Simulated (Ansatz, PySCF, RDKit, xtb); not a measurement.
# Which structure has the formula CH3BrGe?

Given the formula CH3BrGe and nothing else, which arrangement of the atoms is the most stable in the gas at 1000 K, and what are its properties?

The funnel: GFN2-xTB relaxations, single points with a density functional, relaxations at PBE0-D3(BJ)/pcseg-1, harmonic vibrations, and a last energy at a higher level. All values are calculated.

7 further runs of the same task are left out: 7 set aside as unsound or not needed.

**1. Candidates**

A program enumerates the bonding patterns with one Lewis structure each (two rings at most, one unusual centre or charged pair), with their diastereomers. O–O, O–halogen and N–halogen bonds and N–N–N chains are not drawn. That gives 10 candidates.

```csv
label,SMILES,spin
c221,[CH][GeH2][Br],singlet
c295,[CH3][Ge][Br],singlet
c565,[GeH3][C]Br,triplet
c636,[GeH2]=[CH]Br,singlet
c670,[GeH][CH2]Br,singlet
c680,[CH][GeH2][Br],triplet
c869,[CH3][Ge][Br],triplet
c873,[CH2]=[GeH][Br],singlet
c882,[GeH][CH2]Br,triplet
c921,[GeH3][C]Br,singlet
```

Candidates are built by distance geometry, with a force field where one applies, in up to four conformers (letters a to d). 10 starts with atoms placed at random are added, to find patterns that the rules miss.

**Question.** With final energies at CCSD(T)/def2-TZVP, which structure will this search put lowest in free energy, and by what margin?

| quantity | value |
| --- | --- |
| lowest structure found | [CH3][Ge][Br], singlet, Cs |
| next finalist | [CH2]=[GeH][Br], singlet, 26.7 kcal/mol higher in G |
| share at equilibrium, among the finalists | 100.0 % |
| harmonic wavenumbers, lowest and highest (PBE0-D3(BJ)/pcseg-1) | 83 and 3167 cm⁻¹ |
| rotational constants, same geometry | 0.3272, 0.06579, 0.05534 cm⁻¹ |
| dipole moment (PBE0/def2-TZVPD) | 2.41 D |
| HOMO energy (PBE0/def2-TZVPD) | -6.89 eV |
| LUMO energy (PBE0/def2-TZVPD) | -2.81 eV |
| HOMO–LUMO gap (PBE0/def2-TZVPD) | 4.08 eV |
| lowest excitation (TD-B3LYP/def2-SVPD) | 2.72 eV (f = 0.009) |
| strongest of the states computed, same level | 5.19 eV (f = 0.130) |
| lowest triplet excitation, same level, Tamm-Dancoff | 1.88 eV |
| vertical ionisation energy | 8.91 eV |
| vertical electron affinity | 1.03 eV |
| vertical triplet less singlet | +1.84 eV |

`[CH3][Ge][Br]` comes out lowest. The margin of 26.7 kcal/mol over the next finalist is beyond the usual error of the last level; it says nothing of structures that weren't ranked. GFN2-xTB, HF/STO-3G, r2SCAN-D4/def2-SVP, PBE0-D3(BJ)/pcseg-1, HF/def2-TZVP and MP2/def2-TZVP already put its bonding pattern lowest among the structures in one piece. The search is not exhaustive (a finite list of starts, one conformer a finalist), so a lower isomer can't be ruled out. Patterns outside the rules of the enumeration were met only by chance.
